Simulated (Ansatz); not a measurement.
**C₂H₂F₅InO: a ladder of functionals and wavefunction methods**

How much do the methods differ for C₂H₂F₅InO? The plan is to run it at one geometry with functionals of several rungs and with coupled cluster. The yardstick is the atomisation energy at the CCSD(T) limit.

Program: Ansatz 0.2.0, Gaussian basis. Level of theory: functionals in def2-TZVPP, the program's frozen cores in correlated methods. These are calculated values, not measurements.

Plan: LDA (SPW92), PBE-D4, revPBE-D4, BLYP-D4, r2SCAN-D4, B97M-V, PBE0-D4, B3LYP-D4, r2SCANh-D4, r2SCAN0-D4, HSE06-D4, BHLYP-D4, CAM-B3LYP-D4, LC-ωPBE, ωB97X-V, ωB97M-V, B2PLYP, PBE-QIDH; CCSD(T)/def2-SVP; CCSD(T)/def2-TZVPP; MP2/def2-QZVPP; extrapolation to the limit; RPA on PBE.

### Step 1. The relaxed structure

The geometry comes from an earlier relaxation with PBE0-D4 in a triple-zeta def2 set; it is a stationary point, not always the lowest conformer. In takes the def2 core potential; no spin-orbit term is included.

SMILES `[F][In]([F])[O]CC(F)(F)F`, 11 atoms, charge 0, spin multiplicity 1.

Atoms are counted from 1 here; the program's logs count them from 0.

Bond lengths: F1–In2 1.922 Å, In2–F3 1.931 Å, In2–O4 1.987 Å, O4–C5 1.387 Å, C5–C6 1.516 Å, C5–H10 1.099 Å, C5–H11 1.096 Å, C6–F7 1.323 Å, C6–F8 1.384 Å, C6–F9 1.325 Å. Angles: F1–In2–F3 117.6°, F1–In2–O4 121.9°, F3–In2–O4 119.5°, In2–O4–C5 116.4°, O4–C5–C6 111.4°, O4–C5–H10 113.8°, O4–C5–H11 109.5°, C6–C5–H10 106.7°, C6–C5–H11 106.9°, H10–C5–H11 108.1°, C5–C6–F7 112.7°, C5–C6–F8 109.0°, C5–C6–F9 113.5°, F7–C6–F8 106.6°, F7–C6–F9 108.9°, F8–C6–F9 105.7°.

### Step 2. LDA

This LDA is Slater exchange with PW92 correlation.

Input file in.yaml:

```yaml
crystal:
  periodic: [false, false, false]
  atoms:
    - {symbol: F, position_ang: [1.122659, -2.678919, 2.014342]}
    - {symbol: In, position_ang: [1.236417, -1.431488, 0.556394]}
    - {symbol: F, position_ang: [1.966844, -2.069401, -1.113454]}
    - {symbol: O, position_ang: [0.950702, 0.517020, 0.817687]}
    - {symbol: C, position_ang: [0.161620, 1.156505, -0.127317]}
    - {symbol: C, position_ang: [-1.191447, 0.486768, -0.262453]}
    - {symbol: F, position_ang: [-1.878184, 0.928844, -1.303559]}
    - {symbol: F, position_ang: [-1.005736, -0.870907, -0.459861]}
    - {symbol: F, position_ang: [-1.943888, 0.592146, 0.822698]}
    - {symbol: H, position_ang: [0.604603, 1.180154, -1.132778]}
    - {symbol: H, position_ang: [-0.023590, 2.189277, 0.188311]}
basis:
  gaussian: {orbitals: def2-TZVPP}
hamiltonian: {xc: lda}
output: {orbitals: {seedname: orbitals}}
```

Launch:

```sh
$ ansatz run in.yaml --threads 2 --pin off --events-out ev --progress --plain --max-ram 22528MiB --backend cuda --devices 0, --max-vram 18GiB
```

The runs that follow: PBE-D4 (GGA); revPBE-D4 (GGA); BLYP-D4 (GGA); r2SCAN-D4 (meta-GGA); B97M-V (meta-GGA); PBE0-D4 (hybrid); B3LYP-D4 (hybrid); r2SCANh-D4 (hybrid); r2SCAN0-D4 (hybrid); HSE06-D4 (hybrid); BHLYP-D4 (hybrid); CAM-B3LYP-D4 (range-separated); LC-ωPBE (range-separated); ωB97X-V (range-separated); ωB97M-V (range-separated); B2PLYP (double hybrid); PBE-QIDH (double hybrid); CCSD(T) in def2-SVP; CCSD(T) in def2-TZVPP; MP2 in def2-QZVPP; RPA on PBE orbitals.

Before running them: what should the planned runs give, taken together? Wanted: atomisation energy, CCSD(T)/CBS; farthest beyond LDA; mean size of error, GGA; mean size of error, meta-GGA; mean size of error, hybrid; mean size of error, range-separated; mean size of error, double hybrid; gap, smallest and largest; T1 diagnostic.

As calculated:

| quantity | value |
| --- | --- |
| atomisation energy, CCSD(T)/CBS | 4224.4 kJ/mol |
| functionals within 42.2 kJ/mol (1.0 %) | revPBE-D4, BLYP-D4, r2SCAN-D4, B97M-V, PBE0-D4, HSE06-D4, CAM-B3LYP-D4, LC-ωPBE, ωB97X-V, ωB97M-V |
| farthest beyond LDA | BHLYP-D4 (-316.2 kJ/mol) |
| mean size of error, GGA | 67.7 kJ/mol |
| mean size of error, meta-GGA | 16.0 kJ/mol |
| mean size of error, hybrid | 114.4 kJ/mol |
| mean size of error, range-separated | 13.2 kJ/mol |
| mean size of error, double hybrid | 82.1 kJ/mol |
| gap, smallest and largest | 3.51 eV (LDA (SPW92)), 11.48 eV (LC-ωPBE) |
| T1 diagnostic | 0.0153 |
| triples share of the correlation energy | 3.2 % |

LDA overbinds by 866.1 kJ/mol (21 %). PBE-D4 misses by +148.9 kJ/mol. Double hybrids carry the basis error of their MP2 part in triple zeta, and no dispersion term here, so their miss is partly the set-up's. The rungs range-separated, meta-GGA miss on average by less than the doubt on the reference (42.2 kJ/mol), so they tie. Misses under about 42.2 kJ/mol are within the doubt on the reference itself, which lacks core-valence correlation, spin-orbit coupling and higher excitations, and its outer-core shells are covered unevenly. All levels share the lack of spin-orbit coupling, which lowers the free heavy atoms and so the true binding. Hartree-Fock recovers 66 % of the binding; the rest is correlation. CCSD(T) in def2-SVP is off by -259.4 kJ/mol, which most functionals beat. Orbital gaps span 3.5 to 11.5 eV; exact exchange widens them. Correlated methods include outer-core shells of In, which these sets cover unevenly.
